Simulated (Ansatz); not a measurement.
# CH2BFOS: a ladder of functionals and wavefunction methods

An exercise on one series of results from a longer session: the logs are not shown, and one member is left open.

Computed with Ansatz 0.2.0, Gaussian basis. Level: functionals in def2-TZVPP, the program's frozen cores in correlated methods.

Levels to be run: LDA (SPW92), PBE-D4, revPBE-D4, BLYP-D4, r2SCAN-D4, B97M-V, PBE0-D4, B3LYP-D4, r2SCANh-D4, r2SCAN0-D4, HSE06-D4, BHLYP-D4, CAM-B3LYP-D4, LC-ωPBE, ωB97X-V, ωB97M-V, B2PLYP, PBE-QIDH; CCSD(T)/def2-SVP; CCSD(T)/def2-TZVPP; MP2/def2-QZVPP; extrapolation to the limit; RPA on PBE.

### The geometry

An earlier PBE0-D4 in a triple-zeta def2 set relaxation fixed the geometry.

SMILES `OC1(F)BS1`, 7 atoms, charge 0, spin multiplicity 1.

Atoms are counted from 1 here; the program's logs count them from 0.

Bond lengths: O1–C2 1.343 Å, O1–H6 0.966 Å, C2–F3 1.358 Å, C2–B4 1.528 Å, C2–S5 1.905 Å, B4–S5 1.742 Å, B4–H7 1.182 Å. Angles: C2–O1–H6 109.6°, O1–C2–F3 111.0°, O1–C2–B4 124.3°, O1–C2–S5 118.8°, F3–C2–B4 120.7°, F3–C2–S5 111.6°, B4–C2–S5 59.8°, C2–B4–S5 70.9°, C2–B4–H7 147.6°, S5–B4–H7 141.5°, C2–S5–B4 49.3°.

As a file:

```xyz
7
charge 0, multiplicity 1
O    -0.6229    0.0665    1.3009
C     0.0713   -0.2478    0.1953
F     0.7617   -1.4053    0.3665
B    -0.2683    0.2563   -1.2062
S     1.1451    1.0942   -0.6271
H    -0.0505   -0.0109    2.0753
H    -0.9753    0.1791   -2.1503
```

The first run:

in.yaml reads:

```yaml
crystal:
  periodic: [false, false, false]
  atoms:
    - {symbol: O, position_ang: [-0.622920, 0.066469, 1.300888]}
    - {symbol: C, position_ang: [0.071349, -0.247825, 0.195254]}
    - {symbol: F, position_ang: [0.761674, -1.405252, 0.366479]}
    - {symbol: B, position_ang: [-0.268348, 0.256329, -1.206213]}
    - {symbol: S, position_ang: [1.145087, 1.094198, -0.627060]}
    - {symbol: H, position_ang: [-0.050458, -0.010869, 2.075320]}
    - {symbol: H, position_ang: [-0.975284, 0.179052, -2.150269]}
basis:
  gaussian: {orbitals: def2-TZVPP}
hamiltonian: {xc: lda}
output: {orbitals: {seedname: orbitals}}
```

Launch:

```sh
ansatz run in.yaml --threads 2 --pin off --events-out ev --progress --plain --max-ram 4352MiB
```

Among the steps run: LDA; PBE-D4 (GGA); revPBE-D4 (GGA); BLYP-D4 (GGA); r2SCAN-D4 (meta-GGA); B97M-V (meta-GGA); PBE0-D4 (hybrid); B3LYP-D4 (hybrid); r2SCANh-D4 (hybrid); r2SCAN0-D4 (hybrid); HSE06-D4 (hybrid); BHLYP-D4 (hybrid); CAM-B3LYP-D4 (range-separated); LC-ωPBE (range-separated); ωB97X-V (range-separated); ωB97M-V (range-separated); B2PLYP (double hybrid); PBE-QIDH (double hybrid).

One of the session's tables, all rows but one given; the rest of the session is left out.

```
  functional  HOMO (eV)  LUMO (eV)  gap (eV)
 LDA (SPW92)      -6.65      -2.85      3.80
      PBE-D4      -6.49      -2.60      3.89
   revPBE-D4      -6.42      -2.50      3.93
     BLYP-D4      -6.36      -2.43      3.93
   r2SCAN-D4      -6.74      -2.34      4.40
      B97M-V      -6.82      -2.31      4.52
     PBE0-D4      -7.77      -1.67      6.10
    B3LYP-D4      -7.55      -1.86      5.69
  r2SCANh-D4      -7.22      -2.01      5.21
  r2SCAN0-D4      -7.94      -1.52      6.42
    HSE06-D4          ?          ?         ?
    BHLYP-D4      -8.94      -0.62      8.31
CAM-B3LYP-D4      -9.08      -0.54      8.54
     LC-ωPBE     -10.36       0.60     10.96
     ωB97X-V     -10.02       0.54     10.57
     ωB97M-V      -9.89       0.38     10.27
```

Estimate the missing values for HSE06-D4.

**Answer.** HOMO (eV): -7.37; LUMO (eV): -2.05; gap (eV): 5.32. In the column «HOMO (eV)» it lies between B3LYP-D4 (-7.55) and r2SCANh-D4 (-7.22).
